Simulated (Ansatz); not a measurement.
# AlBClH₂N: one species, many methods

An exercise on one series of results from a longer session: the logs are not shown, and one member is left open.

The runs use Ansatz 0.2.0, Gaussian basis; functionals in def2-TZVPP, the program's frozen cores in correlated methods.

Levels to be run: LDA (SPW92), PBE-D4, revPBE-D4, BLYP-D4, r2SCAN-D4, B97M-V, PBE0-D4, B3LYP-D4, r2SCANh-D4, r2SCAN0-D4, HSE06-D4, BHLYP-D4, CAM-B3LYP-D4, LC-ωPBE, ωB97X-V, ωB97M-V, B2PLYP, PBE-QIDH; CCSD(T)/def2-SVP; CCSD(T)/def2-TZVPP; MP2/def2-QZVPP; extrapolation to the limit; RPA on PBE.

## The relaxed structure

All runs share one geometry, relaxed beforehand with PBE0-D4 in a triple-zeta def2 set.

SMILES `[Cl][Al]1[BH][NH]1`, 6 atoms, charge 0, spin multiplicity 1.

Atoms are counted from 1 here; the program's logs count them from 0.

Bond lengths: Cl1–Al2 2.088 Å, Al2–B3 1.988 Å, Al2–N4 1.805 Å, B3–N4 1.404 Å, B3–H5 1.191 Å, N4–H6 1.014 Å. Angles: Cl1–Al2–B3 173.4°, Cl1–Al2–N4 130.3°, B3–Al2–N4 43.1°, Al2–B3–N4 61.5°, Al2–B3–H5 164.7°, N4–B3–H5 133.8°, Al2–N4–B3 75.4°, Al2–N4–H6 158.5°, B3–N4–H6 126.1°.

Geometry (Å):

```
Cl   -1.3376   -2.7475    0.6028
Al   -0.3009   -1.1149   -0.1839
B     0.6232    0.5538   -0.7441
N    -0.0604    0.5453    0.4817
H     1.2522    1.3772   -1.3322
H    -0.1344    1.3222    1.1294
```

The first run:

Contents of in.yaml:

```yaml
crystal:
  periodic: [false, false, false]
  atoms:
    - {symbol: Cl, position_ang: [-1.337621, -2.747468, 0.602828]}
    - {symbol: Al, position_ang: [-0.300933, -1.114918, -0.183949]}
    - {symbol: B, position_ang: [0.623215, 0.553831, -0.744095]}
    - {symbol: N, position_ang: [-0.060367, 0.545293, 0.481747]}
    - {symbol: H, position_ang: [1.252231, 1.377171, -1.332179]}
    - {symbol: H, position_ang: [-0.134426, 1.322190, 1.129447]}
basis:
  gaussian: {orbitals: def2-TZVPP}
hamiltonian: {xc: lda}
output: {orbitals: {seedname: orbitals}}
```

Command:

```
$ ansatz run in.yaml --threads 2 --pin off --events-out ev --progress --plain --max-ram 4352MiB
```

Among the steps run: LDA; PBE-D4 (GGA); revPBE-D4 (GGA); BLYP-D4 (GGA); r2SCAN-D4 (meta-GGA); B97M-V (meta-GGA); PBE0-D4 (hybrid); B3LYP-D4 (hybrid); r2SCANh-D4 (hybrid); r2SCAN0-D4 (hybrid); HSE06-D4 (hybrid); BHLYP-D4 (hybrid); CAM-B3LYP-D4 (range-separated); LC-ωPBE (range-separated); ωB97X-V (range-separated); ωB97M-V (range-separated); B2PLYP (double hybrid); PBE-QIDH (double hybrid).

One of the session's tables, all rows but one given; the rest of the session is left out.

It belongs to the step «Orbital energies across the functionals». 

```
  functional  HOMO (eV)  gap (eV)
 LDA (SPW92)      -5.65      3.44
      PBE-D4      -5.55      3.56
   revPBE-D4      -5.50      3.62
     BLYP-D4      -5.42      3.54
   r2SCAN-D4      -5.72      4.03
      B97M-V          ?         ?
     PBE0-D4      -6.58      5.42
    B3LYP-D4      -6.41      5.02
  r2SCANh-D4      -6.10      4.70
  r2SCAN0-D4      -6.68      5.70
    HSE06-D4      -6.19      4.66
    BHLYP-D4      -7.51      7.23
CAM-B3LYP-D4      -7.84      7.69
     LC-ωPBE      -9.10     10.08
     ωB97X-V      -8.79      9.67
     ωB97M-V      -8.60      9.23
```

**Question.** Estimate the row for B97M-V.

As computed: HOMO (eV): -5.75; gap (eV): 4.01. In the column «HOMO (eV)» it lies between r2SCANh-D4 (-6.10) and r2SCAN-D4 (-5.72).
